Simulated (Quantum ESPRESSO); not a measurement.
Write the native input for Quantum ESPRESSO 7.5 that does the following.

| Quantity | Value |
| --- | --- |
| Task | single point |
| Functional | PBE |
| Potentials or basis | SSSP 1.3 efficiency PBE |
| Cutoff | 748 eV |
| Density cutoff | 5987 eV |
| k mesh | 16 × 16 × 16 |
| Occupations | methfessel-paxton, width 0.1 eV |
| Spin | no spin polarisation |
| Mixing beta | 0.5 |
| Most SCF iterations | 120 |
| SCF threshold | 6e-10 Ry |

Crystal: CoSi2.

```xyz
3
Lattice="0.0000 2.6986 2.6986 2.6986 0.0000 2.6986 2.6986 2.6986 0.0000" Properties=species:S:1:pos:R:3 pbc="T T T"
Co    0.0000    0.0000    0.0000
Si    1.3493    1.3493    1.3493
Si    4.0478    4.0478    4.0478
```

The cell was built by a generator and needn't be a form met in nature.

These files were run (other wordings do the same):

pw.in

```
&CONTROL
  calculation = 'scf'
  prefix = 'pwscf'
  outdir = './tmp'
  pseudo_dir = './pseudo'
  tprnfor = .true.
  tstress = .true.
  disk_io = 'nowf'
/
&SYSTEM
  ibrav = 0
  nat = 3
  ntyp = 2
  ecutwfc = 55
  ecutrho = 440
  nbnd = 19
  occupations = 'smearing'
  smearing = 'mp'
  degauss = 0.00734986
/
&ELECTRONS
  conv_thr = 6d-10
  electron_maxstep = 120
  mixing_beta = 0.5
/
ATOMIC_SPECIES
Co    58.9332 Co_pbe_v1.2.uspp.F.UPF
Si    28.0850 Si.pbe-n-rrkjus_psl.1.0.0.UPF
CELL_PARAMETERS angstrom
   0.0000000000    2.6985520800    2.6985520800
   2.6985520800    0.0000000000    2.6985520800
   2.6985520800    2.6985520800    0.0000000000
ATOMIC_POSITIONS crystal
Co     0.0000000000    0.0000000000    0.0000000000
Si     0.2500000000    0.2500000000    0.2500000000
Si     0.7500000000    0.7500000000    0.7500000000
K_POINTS automatic
16 16 16 0 0 0
```

Potentials or basis: SSSP 1.3 efficiency PBE.

Launch:

```console
$ OMP_NUM_THREADS=1 pw.x -in pw.in > pw.out
```

Results of the run:

```
Pressure               : -3.5 GPa
Band gap on the k mesh : none (metal or under the smearing width)
```

Wall time 2.9 min on 1 thread of Intel(R) Xeon(R) Platinum 8375C CPU @ 2.90GHz (Ice Lake), on a shared host, peak memory 0.26 GiB.
